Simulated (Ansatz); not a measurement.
# NaScTl2F6: the cost of one run

Program: Ansatz 0.2.0. Level of theory: DFT r2SCAN+D3(BJ), plane waves, PAW, scalar-relativistic, no spin polarisation. These are calculated values, not measurements.

## 1. The starting structure

The cell holds 20 atoms (F12Na2Sc2Tl4): a = 10.894 Å, b = 10.894 Å, c = 10.894 Å, α = 33.56°, β = 33.56°, γ = 33.56°.

The coordinates stand in the first input below.

## 2. Run 1

120 steps of 2.25 fs under a Langevin thermostat at 4200 K.

File input.yaml:

```yaml
crystal:
  lattice:
    - [8.894934, 4.447467, 4.447467]
    - [4.447467, 8.894934, 4.447467]
    - [4.447467, 4.447467, 8.894934]
  atoms:
    - { symbol: Na, position: [0.25, 0.25, 0.25] }
    - { symbol: Sc, position: [0.0, 0.0, 0.0] }
    - { symbol: Tl, position: [0.125, 0.125, 0.125] }
    - { symbol: Tl, position: [0.375, 0.375, 0.375] }
    - { symbol: F, position: [0.8497115, 0.3834295, 0.3834295] }
    - { symbol: F, position: [0.6502885, 0.1165705, 0.1165705] }
    - { symbol: F, position: [0.3834295, 0.8497115, 0.3834295] }
    - { symbol: F, position: [0.1165705, 0.6502885, 0.1165705] }
    - { symbol: F, position: [0.3834295, 0.3834295, 0.8497115] }
    - { symbol: F, position: [0.1165705, 0.1165705, 0.6502885] }
    - { symbol: Na, position: [0.75, 0.75, 0.75] }
    - { symbol: Sc, position: [0.5, 0.5, 0.5] }
    - { symbol: Tl, position: [0.625, 0.625, 0.625] }
    - { symbol: Tl, position: [0.875, 0.875, 0.875] }
    - { symbol: F, position: [0.3497115, 0.8834295, 0.8834295] }
    - { symbol: F, position: [0.1502885, 0.6165705, 0.6165705] }
    - { symbol: F, position: [0.8834295, 0.3497115, 0.8834295] }
    - { symbol: F, position: [0.6165705, 0.1502885, 0.6165705] }
    - { symbol: F, position: [0.8834295, 0.8834295, 0.3497115] }
    - { symbol: F, position: [0.6165705, 0.6165705, 0.1502885] }
basis:
  ecutwfc: 500.0
kpoints:
  mp_grid: { grid: [2, 2, 2] }
hamiltonian:
  xc: r2scan
  dispersion: d3bj
scf:
  occupations: { method: fermi_dirac, width: 0.36 }
  lower_state_search: "off"
md:
  timestep: 2.25
  n_steps: 120
  ensemble: nvt_langevin
  temperature: 4200.0
  initial_velocities: maxwell_boltzmann
  seed: 304467
  friction: 0.02
```

Started as:

```sh
ansatz run input.yaml --threads 4 --pin off --max-ram 10240MiB --backend cpu --events-out ev --progress --plain --runs-dir out
```

**Question.** How long does this run take on 4 threads of Intel Xeon Platinum 8488C (Sapphire Rapids), shared host, and how much memory does it need?

About 23 min, with a peak of 2.3 GiB.
